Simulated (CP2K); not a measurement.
# How the settings of CP2K move a run on CdS

Simulated with CP2K 2026.2. This is a test of settings. The cell was built from a prototype and was relaxed with r2SCAN in plane waves (Ansatz 0.2.0). Not every such cell is a known phase. All runs are without spin polarisation.

The symmetry is F-43m (No. 216, cubic); conventional cell a = 5.878 Å, 25.39 Å³ an atom. Cd has 4 S at 2.55 Å; S has 4 Cd at 2.55 Å.

The base run uses PBE in the DZVP-MOLOPT-SR basis.

```
&GLOBAL
 PROJECT run
 RUN_TYPE ENERGY_FORCE
 PRINT_LEVEL LOW
&END GLOBAL
&FORCE_EVAL
 METHOD QS
 STRESS_TENSOR ANALYTICAL
 &DFT
  BASIS_SET_FILE_NAME BASIS_MOLOPT
  POTENTIAL_FILE_NAME GTH_POTENTIALS
  &QS
   EXTRAPOLATION USE_GUESS
  &END QS
  &MGRID
   CUTOFF 350
   REL_CUTOFF 50
  &END MGRID
  &XC
   &XC_FUNCTIONAL PBE
   &END XC_FUNCTIONAL
  &END XC
  &KPOINTS
   SCHEME MONKHORST-PACK 5 5 5
   SYMMETRY F
   FULL_GRID F
  &END KPOINTS
  &SCF
   ADDED_MOS 8
   EPS_SCF 1e-6
   MAX_SCF 80
   &DIAGONALIZATION
   &END DIAGONALIZATION
   &MIXING
    METHOD BROYDEN_MIXING
    ALPHA 0.3
   &END MIXING
   &SMEAR
    METHOD FERMI_DIRAC
    ELECTRONIC_TEMPERATURE [K] 232
   &END SMEAR
   &PRINT
    &ITERATION_INFO
    &END ITERATION_INFO
   &END PRINT
  &END SCF
  &PRINT
   &BAND_STRUCTURE
    FILE_NAME bands.bs
    ADDED_MOS 6
    &KPOINT_SET
     UNITS B_VECTOR
     SPECIAL_POINT 0.00000000 0.00000000 0.00000000
     NPOINTS 0
    &END KPOINT_SET
    &KPOINT_SET
     UNITS B_VECTOR
     SPECIAL_POINT -0.50000000 -0.50000000 0.00000000
     NPOINTS 0
    &END KPOINT_SET
    &KPOINT_SET
     UNITS B_VECTOR
     SPECIAL_POINT -0.37500000 -0.37500000 0.25000000
     NPOINTS 0
    &END KPOINT_SET
    &KPOINT_SET
     UNITS B_VECTOR
     SPECIAL_POINT -0.37500000 0.00000000 0.37500000
     NPOINTS 0
    &END KPOINT_SET
    &KPOINT_SET
     UNITS B_VECTOR
     SPECIAL_POINT 0.00000000 0.00000000 0.50000000
     NPOINTS 0
    &END KPOINT_SET
    &KPOINT_SET
     UNITS B_VECTOR
     SPECIAL_POINT -0.50000000 -0.25000000 0.25000000
     NPOINTS 0
    &END KPOINT_SET
   &END BAND_STRUCTURE
  &END PRINT
 &END DFT
 &SUBSYS
  &CELL
   A 4.15667749 0.00000000 0.00000000
   B 2.07833875 3.59978830 0.00000000
   C 2.07833875 1.19992943 3.39391296
  &END CELL
  &COORD
   SCALED
   Cd -0.00000000 0.00000000 0.00000000
   S 0.25000000 0.25000000 0.25000000
  &END COORD
  &KIND Cd
   BASIS_SET DZVP-MOLOPT-SR-GTH
   POTENTIAL GTH-PBE
  &END KIND
  &KIND S
   BASIS_SET DZVP-MOLOPT-SR-GTH
   POTENTIAL GTH-PBE
  &END KIND
 &END SUBSYS
 &PRINT
  &STRESS_TENSOR
  &END STRESS_TENSOR
  &FORCES
  &END FORCES
 &END PRINT
&END FORCE_EVAL
```

Command: `cp2k.psmp -i run.inp`. It took 8.4 s on 2 threads of Arm Neoverse V2, on a shared host, peak memory 0.23 GiB.

It converged with a gap of 1.06 eV and a pressure of 2.58 GPa (positive in compression). Pressures on CP2K's grid carry noise of some tenths of a GPa.

Each further run moved one setting: ELECTRONIC_TEMPERATURE (smearing temperature in K); REL_CUTOFF (grid cutoff relative to the Gaussians, in Ry); XC_FUNCTIONAL (functional, with the PBE potentials kept); CUTOFF (density grid cutoff in Ry); KPOINTS (Monkhorst-Pack mesh). Changes are from the base run, which isn't itself converged in every setting; energies of another Hamiltonian, functional, basis or charge aren't compared, and those at a high electronic temperature are mostly its entropy term. CP2K's gap is over the listed points.

```tsv
setting	how it ended	gap change (eV)	energy change (meV/atom)	pressure change (GPa)	time (s)
ELECTRONIC_TEMPERATURE = 3000	converged	0.00	-1.8	0.06	8.2
REL_CUTOFF = 30	converged	0.00	-0.5	0.03	7.5
ELECTRONIC_TEMPERATURE = 1000	converged	0.00	0.0	0.00	8.2
XC_FUNCTIONAL = BLYP	converged	0.04	–	3.18	8.7
CUTOFF = 280	converged	0.00	0.0	0.00	8.8
KPOINTS = 1x1x1 (poor on purpose)	converged	-0.93	5382.9	34.53	9.1
```

REL_CUTOFF = 30 changes nothing that matters here. ELECTRONIC_TEMPERATURE = 1000 changes nothing that matters here. CUTOFF = 280 changes nothing that matters here.

The runs are scalar-relativistic, without spin-orbit coupling.
